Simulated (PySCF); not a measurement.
# Changing the system itself: TeO⁺

Aim: change spin, charge, geometry, field or solvent of TeO⁺, one at a time, and compare with the base run.

Method: method and basis as typed in the scripts; program: PySCF 2.14.0.

4 further runs of the same task are left out: 1 for a known fault of the program, 3 that didn't finish.

### 1 The starting structure

TeO⁺: 2 atoms, charge 1, spin multiplicity 2.

Bond lengths: Te1–O2 2.020 Å.

### 2 The base run

input.py

```python
from pyscf import gto, scf, mp

mol = gto.M(
    atom='Te 0 0 0; O 0 0 2.02',
    basis='crenbl',
    ecp={'Te': 'crenbl', 'O': 'crenbl'},
    charge=1,
    spin=1,
    verbose=4,
)
mf = scf.UHF(mol)
mf = mf.newton()
mf.kernel()
mp.MP2(mf).kernel()
mf.dip_moment()
print('orbital energies (hartree):', [e[max(0, n-3):n+3].round(4) for e, n in zip(mf.mo_energy, mol.nelec)])
```

Command:

```sh
$ python input.py
```

The log of this run is left out.

In short: E(SCF) = -109.562642 Eh, 7 macro-iterations, E(MP2) − E(SCF) = -0.46357 Eh, ⟨S²⟩ = 0.846.

The bond length is a typed value, not an optimised one. The dipole of an ion depends on the origin.

### 3 Lengths in bohr

Edit 1 changes length unit: angstrom → bohr; bond length: 2.02 Å → 2.02 bohr.

input.py

```python
from pyscf import gto, scf, mp

mol = gto.M(
    atom='Te 0 0 0; O 0 0 2.02',
    basis='crenbl',
    ecp={'Te': 'crenbl', 'O': 'crenbl'},
    charge=1,
    spin=1,
    unit='bohr',
    verbose=4,
)
mf = scf.UHF(mol)
mf = mf.newton()
mf.kernel()
mp.MP2(mf).kernel()
mf.dip_moment()
print('orbital energies (hartree):', [e[max(0, n-3):n+3].round(4) for e, n in zip(mf.mo_energy, mol.nelec)])
```

Command:

```sh
$ python input.py
```

### 4 Bond 2.525 Å

Edit 2 changes bond length: 2.02 Å → 2.525 Å.

input.py, as its differences from that of step 2:

```diff
@@ -3,3 +3,3 @@
 mol = gto.M(
-    atom='Te 0 0 0; O 0 0 2.02',
+    atom='Te 0 0 0; O 0 0 2.525',
     basis='crenbl',
```

### 5 Sextet

Edit 3 changes spin (2S): 1 → 5.

input.py, as its differences from that of step 2:

```diff
@@ -7,3 +7,3 @@
     charge=1,
-    spin=1,
+    spin=5,
     verbose=4,
```

### 6 Quartet

Edit 4 changes spin (2S): 1 → 3.

input.py, as its differences from that of step 2:

```diff
@@ -7,3 +7,3 @@
     charge=1,
-    spin=1,
+    spin=3,
     verbose=4,
```

### 7 Bond 6.06 Å

Edit 5 changes bond length: 2.02 Å → 6.06 Å.

input.py, as its differences from that of step 2:

```diff
@@ -3,3 +3,3 @@
 mol = gto.M(
-    atom='Te 0 0 0; O 0 0 2.02',
+    atom='Te 0 0 0; O 0 0 6.06',
     basis='crenbl',
```

Before running it: what results should come out? Wanted: for each run, E(SCF); from base; gap, α spin; after the SCF.

The runs gave:

```tsv
run	E(SCF) (hartree)	from base (eV)	cycles	gap, α spin (eV)	after the SCF
base	-109.562642	0	7 macro	8.54	MP2 correlation -12.614 eV
lengths in bohr (poor choice)	-107.622239	not comparable	3 macro	8.69	MP2 correlation -9.120 eV
bond 2.525 Å	-109.634127	-1.9452	6 macro	8.15	MP2 correlation -7.259 eV
sextet	-109.585923	-0.6335	3 macro	21.57	MP2 correlation -6.925 eV
quartet	-109.655301	-2.5214	5 macro	12.17	MP2 correlation -8.320 eV
bond 6.06 Å	-109.703245	-3.8260	10 macro	16.97	MP2 correlation -6.817 eV
```

What this shows: The largest comparable shift of the SCF energy, -3.826 eV, comes with the run “bond 6.06 Å”. The sextet solution found lies 0.63 eV below the base doublet at this geometry and level, so the base is not the lowest spin state. The quartet solution found lies 2.52 eV below the base doublet at this geometry and level, so the base is not the lowest spin state. With bond 6.06 Å the frontier gap moves by over 1.5 eV, which can mean another electronic state rather than the bond length alone. Rows marked «poor choice» come from settings spoiled on purpose.
